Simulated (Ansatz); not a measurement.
Set up this calculation in Ansatz 0.2.0, as the native input.

| Quantity | Value |
| --- | --- |
| Task | single point |
| Functional | PBE |
| Potentials or basis | Ansatz PAW |
| Cutoff | 420 eV (not typed: the program's choice for these potentials) |
| k mesh | 4 × 4 × 1 |
| Occupations | fermi-dirac, width 0.05 eV |
| Spin | no spin polarisation |
| Boundary along the surface normal | dipole_correction |
| Miller | [1, 0, 0] |
| Adsorbate | H2O |
| Bulk formula | Pb |

Slab: H2Pb12O, a slab with vacuum.

```
CELL_PARAMETERS angstrom
6.98565 0.00000 0.00000
0.00000 6.98565 0.00000
0.00000 0.00000 23.65200
ATOMIC_POSITIONS crystal
Pb 0.25000 0.25000 0.33824
Pb 0.25000 0.75000 0.33824
Pb 0.75000 0.25000 0.33824
Pb 0.75000 0.75000 0.33824
Pb 0.50000 0.50000 0.44266
Pb 0.50000 0.00000 0.44266
Pb 0.00000 0.50000 0.44266
Pb 0.00000 0.00000 0.44266
Pb 0.75000 0.75000 0.54708
Pb 0.75000 0.25000 0.54708
Pb 0.25000 0.75000 0.54708
Pb 0.25000 0.25000 0.54708
O 0.30666 0.08051 0.66345
H 0.25000 0.00000 0.63333
H 0.42383 0.13472 0.64617
```

The cell isn't the ideal one: H2O (tilted) over a bridge site of the (1 0 0) slab of Pb, cut from the database cell, not relaxed.

One way to write it, as run:

input.yaml

```yaml
crystal:
  lattice:
    - [6.9856493127, 0.0, 0.0]
    - [0.0, 6.9856493127, 0.0]
    - [0.0, 0.0, 23.652]
  atoms:
    - { symbol: Pb, position: [0.25, 0.25, 0.3382377812] }
    - { symbol: Pb, position: [0.25, 0.75, 0.3382377812] }
    - { symbol: Pb, position: [0.75, 0.25, 0.3382377812] }
    - { symbol: Pb, position: [0.75, 0.75, 0.3382377812] }
    - { symbol: Pb, position: [0.5, 0.5, 0.4426602401] }
    - { symbol: Pb, position: [0.5, 0.0, 0.4426602401] }
    - { symbol: Pb, position: [0.0, 0.5, 0.4426602401] }
    - { symbol: Pb, position: [0.0, 0.0, 0.4426602401] }
    - { symbol: Pb, position: [0.75, 0.75, 0.5470826991] }
    - { symbol: Pb, position: [0.75, 0.25, 0.5470826991] }
    - { symbol: Pb, position: [0.25, 0.75, 0.5470826991] }
    - { symbol: Pb, position: [0.25, 0.25, 0.5470826991] }
    - { symbol: O, position: [0.3066625809, 1.0805102394, 0.6634534077] }
    - { symbol: H, position: [0.25, 1.0, 0.6333333333] }
    - { symbol: H, position: [0.4238345242, 1.134721915, 0.6461652292] }
hamiltonian:
  xc: pbe
  pseudopotentials: { kind: paw }
kpoints:
  mp_grid: { grid: [4, 4, 1] }
scf:
  occupations: { method: fermi_dirac, width: 0.05 }
output:
  forces: true
  eigenvalues: true
  write_density: true
  write_potential: true
  elf: true
  volumetric_format: npy
efield:
  axis: 3
  dipole_correction: true
  ramp_width: 0.04
```

Potentials or basis: Ansatz PAW.

Command:

```bash
$ ansatz run input.yaml --threads 4 --pin off --max-ram 11264MiB --backend cpu --events-out ev --progress --plain --runs-dir out
```

Results of the run:

```json
{
 "Largest force": "0.718 eV/Å",
 "Band gap on the k mesh": "none (metal or under the smearing width)",
 "Work function of the upper face": "4.67 eV",
 "Work function of the lower face": "3.76 eV",
 "Dipole across the slab": "-0.247 e·Å"
}
```

It took 66 s on 4 threads of Arm Neoverse N1, with other jobs on the host, peak memory 2.8 GiB.
